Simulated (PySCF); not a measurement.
# A diatomic session: CaF−

What are the lowest state that PBE0 finds, the bond length, vibrational wavenumber and bond energy of CaF−, and how much do these hang on the method?

Computed with PySCF 2.14.0. Level: Ca aug-cc-pVDZ-X2C, F aug-cc-pVDZ-DK, spin-free X2C with a Gaussian nucleus.

3 further runs of the same task are left out: 3 set aside as unsound or not needed.

### 1 The job

The job is set up so:

```
atoms                         : Ca, F
charge                        : -1
basis                         : Ca aug-cc-pVDZ-X2C, F aug-cc-pVDZ-DK
Hamiltonian                   : spin-free X2C with a Gaussian nucleus
basis functions               : 59
electrons treated             : 30
masses in u                   : 39.9626, 18.9984
levels                        : PBE0, PBE, r²SCAN, revPBE, M06-L, TPSS, CAM-B3LYP, HF, MP2, SCS-MP2, CCSD, CCSD(T)
grid                          : 80 radial by 434 angular points
occupations                   : held fixed by the projection of orbital angular momentum
dissociation limit            : Ca + F−, each in its ground configuration
starting distance in angstrom : 2.305
values of 2S to try           : 0, 2
```

Launch:

```bash
$ OMP_NUM_THREADS=1 python dia.py task.json out
```

The runs that follow: First curve: PBE0; PBE (GGA); r²SCAN; revPBE; M06-L (meta-GGA); TPSS (meta-GGA); CAM-B3LYP; RHF (mean field); Adding correlation.

What does the calculation give? Wanted: for each run, Re; ωe; De; μ.

As calculated:

Lowest PBE0 solution found, without spin–orbit coupling: ¹Σ⁺ (singlet), closed shell.

| level | Re (Å) | ωe (cm⁻¹) | De (eV) | μ (D) |
| --- | --- | --- | --- | --- |
| RHF | 2.048 | 517 | 3.15 | 4.37 |
| RHF-MP2 | 2.039 | 519 | 3.09 | n/a |
| RHF-SCS-MP2 | 2.043 | 517 | 3.08 | n/a |
| RHF-CCSD | 2.037 | 527 | 3.20 | n/a |
| RHF-CCSD(T) | 2.037 | 526 | 3.21 | n/a |
| PBE | 2.013 | 512 | 3.23 | 3.47 |
| revPBE | 2.027 | 498 | 3.11 | 3.63 |
| TPSS | 2.010 | 522 | 3.33 | 4.01 |
| r²SCAN | 2.008 | 529 | 3.45 | 3.87 |
| M06-L | 2.019 | 526 | 3.34 | 4.21 |
| PBE0 | 2.011 | 522 | 3.24 | 3.68 |
| CAM-B3LYP | 2.020 | 517 | 3.08 | 3.31 |

De is counted to Ca + F− in their ground configurations. A positive dipole points from Ca to F; in an ion it is taken about the centre of mass and does not tell which atom is negative.

The methods spread over 0.040 Å in bond length, from r²SCAN to RHF. Among the levels with a De in the table, it runs from 3.08 eV (RHF-SCS-MP2) to 3.45 eV (r²SCAN).

Correlated steps freeze 6 core orbitals. T1 is 0.023 near the minimum (highest on the curve 0.024), which may point to more than one leading configuration. With some functionals the highest level of the anion is positive, from self-interaction error or because the anion is truly unbound there; the finite basis then holds the extra electron, and no neutral molecule was run to test the binding.
